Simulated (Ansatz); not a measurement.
# SiCl3O (SMILES [O][Si](Cl)(Cl)Cl) at UHF/3-21G

What is the electronic atomisation energy of SiCl3O at UHF/3-21G? 

Program for the calculation: Ansatz 0.2.0.

61 further runs of the same task are left out: 10 that didn't finish, 51 set aside as unsound or not needed. Runs told in other sessions of the task aren't counted.

## Step 1: The molecule

SiCl3O has 5 atoms, charge 0, and is taken as a doublet. As SMILES, `[O][Si](Cl)(Cl)Cl`. Geometry: relaxed at PBE0-D4/def2-TZVP.

Bond lengths: O1–Si2 1.645 Å, Si2–Cl3 2.018 Å, Si2–Cl4 2.020 Å, Si2–Cl5 2.018 Å. Angles: O1–Si2–Cl3 111.8°, O1–Si2–Cl4 100.7°, O1–Si2–Cl5 111.8°, Cl3–Si2–Cl4 111.9°, Cl3–Si2–Cl5 108.6°, Cl4–Si2–Cl5 111.9°.

## Step 2: The energy at UHF/3-21G

job.yaml

```yaml
crystal:
  periodic: [false, false, false]
  atoms:
    - symbol: O
      position_ang: [0.815000, -1.070800, 1.039300]
    - symbol: Si
      position_ang: [0.038600, -0.018800, 0.041000]
    - symbol: Cl
      position_ang: [-1.536500, 0.855600, 0.950500]
    - symbol: Cl
      position_ang: [-0.542800, -1.265500, -1.438700]
    - symbol: Cl
      position_ang: [1.275600, 1.425900, -0.633600]
basis:
  gaussian:
    orbitals: 3-21G.json
magnetization:
  spin_polarized: true
  initial_magnetization: 1
hamiltonian:
  xc: hf
accuracy: high
output: {orbitals: {seedname: orbitals}}
```

The basis set 3-21G is read from a file made from the Basis Set Exchange's data (not shown).

Run with:

```sh
$ ansatz run job.yaml --threads 1 --pin off --max-ram 3480MiB --events-out events.jsonl --progress --plain --runs-dir runs
```

The program printed:

```text
Warning: RAYON_NUM_THREADS=1 ignored (pool sized by the plan → 1); use --threads N
Functional definition: HF
  name "HF"
  exchange = exact_x
  correlation = 0
1338 factors; integrals over basis functions are off by at most 4.3e-9 eV
mean field evaluation 1: about -47174.4194 eV, gradient 2.4e1 eV
mean field evaluation 2: about -47174.6213 eV, gradient 2.5e1 eV
mean field evaluation 4: about -47179.6672 eV, gradient 4.2e0 eV
mean field evaluation 8: about -47180.0663 eV, gradient 6.4e-1 eV
mean field evaluation 16: about -47180.0776 eV, gradient 2.4e-8 eV
mean field evaluation 32: about -47180.0170 eV, gradient 1.4e-1 eV
mean field evaluation 64: about -47172.9403 eV, gradient 2.7e1 eV
mean field evaluation 96: about -47174.1429 eV, gradient 3.1e0 eV
mean field evaluation 128: about -47180.0776 eV, gradient 5.6e-5 eV
mean field -47180.07760335 eV, -1733.8358721178 hartree, gradient 2.0e-8 eV, S^2 0.754244; 3 other end points of the search recorded, 0 dependent functions left out
reference -47180.07760335 eV, -1733.8358721178 hartree; 37, 36 occupied and 24, 25 virtual orbitals, 1338 factors
Total energy: -47180.07760335 eV, -1733.8358721178 hartree
```

Run time: 5.1 s. Hardware: 1 thread of Arm Neoverse V2, shared host; peak memory 0.3 GiB.

## Step 3: The Cl atom

in.yaml

```yaml
crystal:
  periodic: [false, false, false]
  atoms:
    - {symbol: Cl, position_ang: [0.000000, 0.000000, 0.000000]}
basis:
  gaussian: {orbitals: 3-21G.json}
accuracy: high
hamiltonian: {xc: hf}
magnetization: {spin_polarized: true, initial_magnetization: 1}
```

The basis set 3-21G is read from a file made from the Basis Set Exchange's data (not shown).

Run the same way, it converges to -457.27655 Eh (log not shown).

## Step 4: The O atom

in.yaml

```yaml
crystal:
  periodic: [false, false, false]
  atoms:
    - symbol: O
      position_ang: [0.000000, 0.000000, 0.000000]
basis:
  gaussian:
    orbitals: 3-21G.json
magnetization:
  spin_polarized: true
  initial_magnetization: 2
hamiltonian:
  xc: hf
accuracy: high
```

The basis set 3-21G is read from a file made from the Basis Set Exchange's data (not shown).

Run the same way, it converges to -74.39366 Eh (log not shown).

## Step 5: The Si atom, same level

run.yaml

```yaml
crystal:
  periodic: [false, false, false]
  atoms:
    - symbol: Si
      position_ang: [0.000000, 0.000000, 0.000000]
basis:
  gaussian:
    orbitals: 3-21G.json
magnetization:
  spin_polarized: true
  initial_magnetization: 2
hamiltonian:
  xc: hf
accuracy: high
```

The basis set 3-21G is read from a file made from the Basis Set Exchange's data (not shown).

Run the same way, it converges to -287.34443 Eh (log not shown).

## Step 6: Outcome

At UHF/3-21G:

```
                                    quantity           value
                      molecule: total energy  -1733.83587 Eh
molecule: HOMO energy (highest over α and β)       -13.69 eV
 molecule: LUMO energy (lowest over α and β)         0.00 eV
                              molecule: ⟨S²⟩           0.754
                       Cl atom: total energy   -457.27655 Eh
                               Cl atom: ⟨S²⟩           0.750
                        O atom: total energy    -74.39366 Eh
                                O atom: ⟨S²⟩           2.001
                       Si atom: total energy   -287.34443 Eh
                               Si atom: ⟨S²⟩           2.000
               electronic atomisation energy        7.296 eV
```

What this shows: Taking the molecule apart into free atoms costs 7.30 eV (168 kcal/mol), before zero-point energy and without spin-orbit coupling. Hartree–Fock lacks the correlation of the bonding pairs, which as a rule makes this value much too low; in minimal bases other errors can mask that. The basis has no polarisation functions, which makes bonds too weak.
